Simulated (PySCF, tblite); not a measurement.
# C5H6F2O: a rotation path, then NMR shifts on frames, part 2 of 2

tblite 0.8.0 and PySCF 2.14.0. Atoms count from 0. Earlier steps stand in the parts before.

**5. NMR shieldings: image 3, PBE0/pcSseg-1**

Job settings and geometry (Å):

```
{"job": {"kind": "nmr", "xc": "PBE0", "basis": "pcSseg-1", "pop": false}, "charge": 0, "multiplicity": 1}
F      2.504300    -2.054000    -0.149500
C      1.275800    -1.695600     0.259300
F      1.434200    -1.092200     1.456000
O      0.738500    -0.866400    -0.678900
C     -0.100600     0.126800    -0.194500
C     -1.581100     0.165000     0.024900
C     -0.898100     1.183500    -0.846500
C      0.175500     1.559100     0.137300
H      0.689600    -2.620500     0.428000
H     -2.185900    -0.586300    -0.465300
H     -1.953000     0.467500     0.997100
H     -1.084800     1.495200    -1.849800
H      1.088300     1.985400    -0.255800
H     -0.103500     1.932000     1.115400
```

Method: GIAO PBE0/pcSseg-1 NMR shielding, non-relativistic, gas phase.

Log:

```text
coarse grid: 12408 points
cycle   1  E = -468.2239217438  dE =  1.595e+00  |g| = 8.442e-01  |ddm| = 3.376e+00
cycle   2  E = -468.1285029445  dE =  9.542e-02  |g| = 1.172e+00  |ddm| = 1.039e+00
cycle   3  E = -468.3472475080  dE = -2.187e-01  |g| = 5.735e-02  |ddm| = 6.065e-01
cycle   4  E = -468.3476275462  dE = -3.800e-04  |g| = 3.762e-02  |ddm| = 7.015e-02
cycle   5  E = -468.3478990631  dE = -2.715e-04  |g| = 6.840e-03  |ddm| = 3.127e-02
cycle   6  E = -468.3479052243  dE = -6.161e-06  |g| = 3.308e-03  |ddm| = 6.877e-03
cycle   7  E = -468.3479075288  dE = -2.304e-06  |g| = 3.057e-04  |ddm| = 2.812e-03
final grid: 122688 points
cycle   8  E = -468.4193643848  dE = -4.322e-05  |g| = 1.140e-02  |ddm| = 3.101e-02
cycle   9  E = -468.4193416325  dE =  2.275e-05  |g| = 1.613e-02  |ddm| = 1.776e-02
cycle  10  E = -468.4193894469  dE = -4.781e-05  |g| = 1.152e-03  |ddm| = 1.042e-02
cycle  11  E = -468.4193897081  dE = -2.612e-07  |g| = 2.990e-04  |ddm| = 1.166e-03
cycle  12  E = -468.4193897209  dE = -1.279e-08  |g| = 1.165e-04  |ddm| = 2.812e-04
cycle  13  E = -468.4193897230  dE = -2.088e-09  |g| = 2.252e-05  |ddm| = 7.886e-05
cycle  14  E = -468.4193897231  dE = -1.017e-10  |g| = 6.949e-06  |ddm| = 2.668e-05
converged SCF energy = -468.4193897231

GIAO shielding tensors (ppm)
atom      isotropic    diamagn.    paramagn.     s11        s22        s33       span
  0 F      266.943     468.131    -201.188    185.885    270.949    343.995    158.110
  1 C       60.652     234.210    -173.558     43.417     65.297     73.240     29.823
  2 F      268.554     474.296    -205.741    184.782    278.397    342.483    157.701
  3 O      233.654     397.467    -163.812    202.765    225.197    273.000     70.234
  4 C      132.139     244.730    -112.591     97.152    116.087    183.177     86.025
  5 C      152.292     253.477    -101.185    139.810    144.233    172.832     33.021
  6 C      179.659     258.168     -78.509    152.571    191.420    194.986     42.415
  7 C      149.605     253.151    -103.546    135.320    143.707    169.787     34.467
  8 H       24.969      26.718      -1.749     21.716     23.291     29.899      8.183
  9 H       29.851      31.012      -1.161     25.484     25.813     38.257     12.773
 10 H       30.999      30.822       0.177     26.043     27.655     39.298     13.255
 11 H       29.344      32.753      -3.410     24.056     26.684     37.291     13.235
 12 H       29.763      31.021      -1.258     25.573     25.838     37.878     12.305
 13 H       30.914      30.811       0.104     26.335     27.522     38.887     12.552
```

Run time: 18 s. Hardware: 1 thread of Arm Neoverse V1, shared host; peak memory 0.78 GiB.

In short: δ C1 126.3, C4 54.8, C7 37.3, C5 34.6, H8 6.75, H11 2.37 ppm.

**6. NMR shieldings: image 5, PBE0/pcSseg-1**

Job settings and geometry (Å):

```
{"job": {"kind": "nmr", "xc": "PBE0", "basis": "pcSseg-1", "pop": false}, "charge": 0, "multiplicity": 1}
F      2.585200    -1.522900     0.151300
C      1.248100    -1.735900     0.245300
F      0.927800    -1.432600     1.516400
O      0.574600    -0.997400    -0.668500
C     -0.118400     0.112900    -0.194400
C     -1.579500     0.237800     0.105000
C     -0.899100     1.179600    -0.849400
C      0.247900     1.541800     0.054300
H      1.074000    -2.814300     0.084900
H     -2.229900    -0.514800    -0.321100
H     -1.887900     0.592800     1.080800
H     -1.131900     1.464500    -1.851100
H      1.149800     1.922200    -0.406000
H      0.038700     1.965700     1.030200
```

Level: GIAO PBE0/pcSseg-1 NMR shielding, non-relativistic, gas phase.

Log:

```text
coarse grid: 12408 points
cycle   1  E = -468.2240845019  dE =  1.588e+00  |g| = 8.426e-01  |ddm| = 3.378e+00
cycle   2  E = -468.1333203577  dE =  9.076e-02  |g| = 1.159e+00  |ddm| = 1.014e+00
cycle   3  E = -468.3466227687  dE = -2.133e-01  |g| = 5.774e-02  |ddm| = 5.897e-01
cycle   4  E = -468.3469950681  dE = -3.723e-04  |g| = 3.889e-02  |ddm| = 6.981e-02
cycle   5  E = -468.3472702972  dE = -2.752e-04  |g| = 7.554e-03  |ddm| = 3.068e-02
cycle   6  E = -468.3472782172  dE = -7.920e-06  |g| = 3.280e-03  |ddm| = 6.957e-03
cycle   7  E = -468.3472804913  dE = -2.274e-06  |g| = 3.198e-04  |ddm| = 2.754e-03
final grid: 122688 points
cycle   8  E = -468.4195334559  dE = -4.478e-05  |g| = 1.160e-02  |ddm| = 2.983e-02
cycle   9  E = -468.4195112657  dE =  2.219e-05  |g| = 1.618e-02  |ddm| = 1.803e-02
cycle  10  E = -468.4195595058  dE = -4.824e-05  |g| = 1.145e-03  |ddm| = 1.037e-02
cycle  11  E = -468.4195597566  dE = -2.508e-07  |g| = 3.164e-04  |ddm| = 1.126e-03
cycle  12  E = -468.4195597710  dE = -1.445e-08  |g| = 1.103e-04  |ddm| = 2.762e-04
cycle  13  E = -468.4195597729  dE = -1.916e-09  |g| = 2.312e-05  |ddm| = 7.756e-05
cycle  14  E = -468.4195597730  dE = -1.037e-10  |g| = 6.994e-06  |ddm| = 2.675e-05
converged SCF energy = -468.4195597730

GIAO shielding tensors (ppm)
atom      isotropic    diamagn.    paramagn.     s11        s22        s33       span
  0 F      255.082     470.623    -215.541    158.102    263.172    343.972    185.871
  1 C       61.241     232.127    -170.886     41.472     69.868     72.384     30.913
  2 F      273.409     474.236    -200.827    196.009    292.449    331.769    135.760
  3 O      233.115     396.847    -163.732    200.941    233.708    264.696     63.754
  4 C      131.092     244.562    -113.470     96.533    114.215    182.528     85.996
  5 C      150.942     253.347    -102.405    135.638    144.242    172.946     37.308
  6 C      179.133     258.055     -78.921    152.108    190.701    194.590     42.482
  7 C      150.571     253.284    -102.712    138.049    143.792    169.873     31.824
  8 H       24.957      25.774      -0.816     21.415     22.974     30.483      9.068
  9 H       29.959      31.098      -1.138     25.585     25.980     38.314     12.729
 10 H       30.934      30.848       0.086     26.204     27.655     38.943     12.738
 11 H       29.300      32.723      -3.423     24.029     26.695     37.175     13.146
 12 H       29.676      30.977      -1.300     25.508     25.733     37.789     12.281
 13 H       30.905      30.789       0.116     26.183     27.551     38.980     12.797
```

It took 21 s on 1 thread of Arm Neoverse V1, shared host; peak memory 0.78 GiB.

This run: δ C1 125.7, C4 55.8, C7 36.4, C5 36.0, H8 6.76, H11 2.42 ppm.

**7. NMR shieldings: image 8, PBE0/pcSseg-1**

Job settings and geometry (Å):

```
{"job": {"kind": "nmr", "xc": "PBE0", "basis": "pcSseg-1", "pop": false}, "charge": 0, "multiplicity": 1}
F      2.241200    -0.970600     0.702900
C      1.224000    -1.731000     0.226200
F      0.525100    -2.103100     1.326300
O      0.471100    -1.077800    -0.670700
C     -0.155100     0.073800    -0.186300
C     -1.573500     0.323500     0.213000
C     -0.907200     1.160300    -0.845400
C      0.333200     1.481500    -0.058900
H      1.650200    -2.630900    -0.242200
H     -2.314200    -0.394600    -0.112200
H     -1.774200     0.756700     1.186400
H     -1.186600     1.383100    -1.850700
H      1.222500     1.753000    -0.612200
H      0.242800     1.975700     0.901800
```

Level: GIAO PBE0/pcSseg-1 NMR shielding, non-relativistic, gas phase.

Log:

```text
coarse grid: 12408 points
cycle   1  E = -468.2320609426  dE =  1.586e+00  |g| = 8.382e-01  |ddm| = 3.380e+00
cycle   2  E = -468.1443485203  dE =  8.771e-02  |g| = 1.148e+00  |ddm| = 9.809e-01
cycle   3  E = -468.3528408365  dE = -2.085e-01  |g| = 5.675e-02  |ddm| = 5.682e-01
cycle   4  E = -468.3531957137  dE = -3.549e-04  |g| = 3.907e-02  |ddm| = 7.183e-02
cycle   5  E = -468.3534752184  dE = -2.795e-04  |g| = 7.830e-03  |ddm| = 3.150e-02
cycle   6  E = -468.3534841620  dE = -8.944e-06  |g| = 3.237e-03  |ddm| = 7.190e-03
cycle   7  E = -468.3534864041  dE = -2.242e-06  |g| = 3.028e-04  |ddm| = 2.711e-03
final grid: 122688 points
cycle   8  E = -468.4246424589  dE = -4.302e-05  |g| = 1.151e-02  |ddm| = 3.017e-02
cycle   9  E = -468.4246210955  dE =  2.136e-05  |g| = 1.598e-02  |ddm| = 1.769e-02
cycle  10  E = -468.4246678972  dE = -4.680e-05  |g| = 1.082e-03  |ddm| = 1.007e-02
cycle  11  E = -468.4246681154  dE = -2.182e-07  |g| = 3.065e-04  |ddm| = 1.014e-03
cycle  12  E = -468.4246681288  dE = -1.335e-08  |g| = 1.048e-04  |ddm| = 2.537e-04
cycle  13  E = -468.4246681306  dE = -1.764e-09  |g| = 2.224e-05  |ddm| = 7.602e-05
cycle  14  E = -468.4246681306  dE = -9.697e-11  |g| = 6.510e-06  |ddm| = 2.593e-05
converged SCF energy = -468.4246681306

GIAO shielding tensors (ppm)
atom      isotropic    diamagn.    paramagn.     s11        s22        s33       span
  0 F      269.383     473.788    -204.405    167.847    290.782    349.521    181.674
  1 C       62.383     232.022    -169.639     41.877     70.911     74.362     32.485
  2 F      268.758     473.815    -205.058    172.672    285.468    348.134    175.462
  3 O      227.730     395.896    -168.166    199.195    229.540    254.455     55.260
  4 C      133.887     245.844    -111.956     97.882    116.621    187.159     89.276
  5 C      150.128     252.786    -102.657    136.887    144.088    169.410     32.524
  6 C      181.233     258.366     -77.133    153.183    194.732    195.785     42.603
  7 C      149.373     252.777    -103.404    135.275    144.433    168.411     33.136
  8 H       25.055      25.387      -0.332     22.035     22.215     30.916      8.881
  9 H       29.710      30.840      -1.130     25.552     25.654     37.923     12.372
 10 H       30.843      30.735       0.108     26.071     27.463     38.995     12.925
 11 H       29.496      32.818      -3.322     24.111     26.662     37.716     13.605
 12 H       29.647      30.985      -1.338     25.324     25.971     37.647     12.323
 13 H       30.799      30.785       0.014     26.242     27.321     38.833     12.592
```

Run time: 22 s. Hardware: 1 thread of Arm Neoverse V1, shared host; peak memory 0.78 GiB.

In short: δ C1 124.5, C4 53.0, C7 37.6, C5 36.8, H8 6.66, H11 2.22 ppm.

**8. Side by side: NMR shifts**

Shifts (ppm) of some atoms, chosen among heavy atoms and hydrogens apart, with basis size and wall time:

```csv
frame,C1,C4,H11,H9,F2,F0,O3,functions,time
image 0,127.3,55.4,2.39,1.98,-91.9,-100.4,110.0,166,19 s
image 1,126.3,54.3,2.36,1.96,-92.4,-103.0,109.3,166,19 s
image 3,126.3,54.8,2.37,1.87,-97.6,-96.0,102.4,166,18 s
image 5,125.7,55.8,2.42,1.76,-102.5,-84.1,103.0,166,21 s
image 8,124.5,53.0,2.22,2.01,-97.8,-98.4,108.3,166,22 s
```

**9. Summary of results**

The summary covers parts 1 to 2.

```
                                         quantity                                   value
                         lowest and highest image                     -0.148 and 0.059 eV
  ¹³C shifts against TMS (PBE0/pcSseg-1, image 0)        127.3, 55.4, 36.7, 35.4, 6.9 ppm
   ¹H shifts against TMS (PBE0/pcSseg-1, image 0)  6.62, 2.39, 2.04, 1.98, 0.83, 0.80 ppm
¹⁹F shifts against CFCl3 (PBE0/pcSseg-1, image 0)                       -91.9, -100.4 ppm
  ¹⁷O shifts against H2O (PBE0/pcSseg-1, image 0)                               110.0 ppm
                         range of the shift of F0                     -103.0 to -84.1 ppm
```

What this shows: The band dips 3.4 kcal/mol below its start, so the start is not the lowest point of the turn; from the lowest image the climb to the highest is 4.8 kcal/mol (GFN2-xTB, rough). Shifts at one fixed geometry are not the observed spectrum, which averages over the motion. In the first frame run (image 0): The largest span, 173 ppm, is at F2, where the paramagnetic term is -210 ppm. Across the 5 runs the shift of F0 moves most, between -103.0 (image 1) and -84.1 ppm (image 5).
